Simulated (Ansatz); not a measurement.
# Ca: the cost of one run

Computed with Ansatz 0.2.0 (DFT PBEsol, scalar-relativistic, plane waves, PAW, unless a step's input says otherwise).

### Step 1. Starting point

It takes space group P3m1 (No. 156, trigonal). Conventional cell: a = 3.958 Å, b = 3.958 Å, c = 40.521 Å, α = 90.00°, β = 90.00°, γ = 120.00°. Around Ca (site symmetry 3m) lie 9 Ca at 3.95 to 3.96 Å. Ca (site symmetry 3m) is surrounded by 12 Ca at 3.95 to 3.96 Å.

Coordinates:

```cif
data_structure
_symmetry_space_group_name_H-M 'P 1'
_symmetry_Int_Tables_number 1
_cell_length_a 3.9576
_cell_length_b 3.9576
_cell_length_c 40.5215
_cell_angle_alpha 90.000
_cell_angle_beta 90.000
_cell_angle_gamma 120.000
_cell_volume 549.63
loop_
_atom_site_label
_atom_site_type_symbol
_atom_site_fract_x
_atom_site_fract_y
_atom_site_fract_z
_atom_site_occupancy
Ca1 Ca 0.33333 0.66667 0.22210 1
Ca2 Ca 0.00000 0.00000 0.30150 1
Ca3 Ca 0.66667 0.33333 0.38090 1
Ca4 Ca 0.00000 0.00000 0.46030 1
Ca5 Ca 0.33333 0.66667 0.53970 1
Ca6 Ca 0.00000 0.00000 0.61910 1
Ca7 Ca 0.66667 0.33333 0.69850 1
Ca8 Ca 0.00000 0.00000 0.77790 1
```

Slab cut from the bulk at the bulk's listed lattice constants, lower half held.

### Step 2. Relaxing the atoms

Input file input.yaml:

```yaml
crystal:
  lattice:
    - [3.95755478, 0.0, 0.0]
    - [-1.97877739, 3.42734298, 0.0]
    - [0.0, 0.0, 40.5214865959]
  atoms:
    - { symbol: Ca, position: [0.33333333, 0.66666666, 0.2221043885] }
    - { symbol: Ca, position: [0.0, 0.0, 0.3015031289] }
    - { symbol: Ca, position: [0.66666667, 0.33333334, 0.3809018793] }
    - { symbol: Ca, position: [0.0, 0.0, 0.4603006298] }
    - { symbol: Ca, position: [0.33333333, 0.66666666, 0.5396993702] }
    - { symbol: Ca, position: [0.0, 0.0, 0.6190981207] }
    - { symbol: Ca, position: [0.66666667, 0.33333334, 0.6984968711] }
    - { symbol: Ca, position: [0.0, 0.0, 0.7778956115] }
basis:
  ecutwfc: 420.0
  fft_grid_basis: typed
kpoints:
  mp_grid: { grid: [9, 9, 1] }
hamiltonian:
  xc: pbesol
  pseudopotentials: { kind: paw }
scf:
  occupations: { method: gaussian, width: 0.1 }
output:
  forces: true
  eigenvalues: true
efield:
  axis: 3
  dipole_correction: true
  ramp_width: 0.04
relax:
  adjacent_minimum: "off"
  f_tol: 0.04
  max_steps: 40
  constraints: [{ sites: [0, 1, 2, 3] }]
```

Run with:

```
ansatz run input.yaml --threads 1 --pin off --max-ram 2211MiB --backend cpu --events-out ev --progress --plain --runs-dir out
```

What time and memory should one allow on 1 thread of Arm Neoverse N1, shared host?

About 4.6 min, with a peak of 0.66 GiB.
